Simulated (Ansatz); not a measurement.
# C2H10FNSi2: the cost of one run

Method: RKS LDA/def2-SVP, in Ansatz 0.2.0.

## Step 1: The starting structure

Bond lengths (14 of 15 bonds, heavy atoms first): C1–Si2 1.897 Å, Si2–C3 1.873 Å, C3–N4 1.497 Å, C3–F5 1.371 Å, C3–Si6 1.827 Å, C1–H7 1.050 Å, C1–H8 1.083 Å, C1–H9 1.116 Å, Si2–H10 1.490 Å, Si2–H11 1.475 Å, N4–H12 0.967 Å, N4–H13 1.072 Å, Si6–H14 1.487 Å, Si6–H15 1.468 Å. Angles (14 of 27 angles, heavy atoms first): C1–Si2–C3 114.8°, Si2–C3–N4 110.9°, Si2–C3–F5 107.2°, Si2–C3–Si6 108.1°, N4–C3–F5 102.7°, N4–C3–Si6 117.1°, F5–C3–Si6 110.5°, C1–Si2–H10 104.9°, C1–Si2–H11 109.2°, C3–Si2–H10 109.1°, C3–Si2–H11 111.3°, Si2–C1–H7 110.5°, Si2–C1–H8 107.0°, Si2–C1–H9 109.3°.

Coordinates:

```xyz
16

C     0.8357   -2.1308    0.5925
Si    0.7228   -0.7151   -0.6658
C     0.0246    0.8854    0.0116
N     0.4705    2.0536   -0.8121
F     0.6361    1.1151    1.2172
Si   -1.7752    0.6670    0.2396
H     1.3001   -2.9685    0.1623
H    -0.1765   -2.3642    0.8979
H     1.3569   -1.7687    1.5102
H     2.1260   -0.4847   -1.1118
H    -0.0341   -1.1737   -1.8453
H     1.4339    2.1319   -0.8115
H     0.0434    2.9082   -0.3264
H    -2.5048    0.3775   -1.0231
H    -2.3965    1.8689    0.8080
H    -2.0859   -0.4246    1.2010
```

## Step 2: End point A

Input file input.yaml:

```yaml
crystal:
  periodic: [false, false, false]
  atoms:
    - { symbol: C, position_ang: [0.8357, -2.1308, 0.5925] }
    - { symbol: Si, position_ang: [0.7228, -0.7151, -0.6658] }
    - { symbol: C, position_ang: [0.0246, 0.8854, 0.0116] }
    - { symbol: "N", position_ang: [0.4705, 2.0536, -0.8121] }
    - { symbol: F, position_ang: [0.6361, 1.1151, 1.2172] }
    - { symbol: Si, position_ang: [-1.7752, 0.667, 0.2396] }
    - { symbol: H, position_ang: [1.3001, -2.9685, 0.1623] }
    - { symbol: H, position_ang: [-0.1765, -2.3642, 0.8979] }
    - { symbol: H, position_ang: [1.3569, -1.7687, 1.5102] }
    - { symbol: H, position_ang: [2.126, -0.4847, -1.1118] }
    - { symbol: H, position_ang: [-0.0341, -1.1737, -1.8453] }
    - { symbol: H, position_ang: [1.4339, 2.1319, -0.8115] }
    - { symbol: H, position_ang: [0.0434, 2.9082, -0.3264] }
    - { symbol: H, position_ang: [-2.5048, 0.3775, -1.0231] }
    - { symbol: H, position_ang: [-2.3965, 1.8689, 0.808] }
    - { symbol: H, position_ang: [-2.0859, -0.4246, 1.201] }
basis:
  gaussian: { orbitals: def2-SVP }
hamiltonian:
  xc: lda
relax:
  f_tol: 0.015
  max_steps: 40
```

The run is started by

```sh
ansatz run input.yaml --threads 2 --pin off --max-ram 3072MiB --backend cpu --events-out ev --progress --plain --runs-dir out
```

Q: Estimate wall time and peak memory on 2 threads of Intel Xeon 6975P-C (Granite Rapids), shared host.

About 11 s, with a peak of 0.2 GiB.
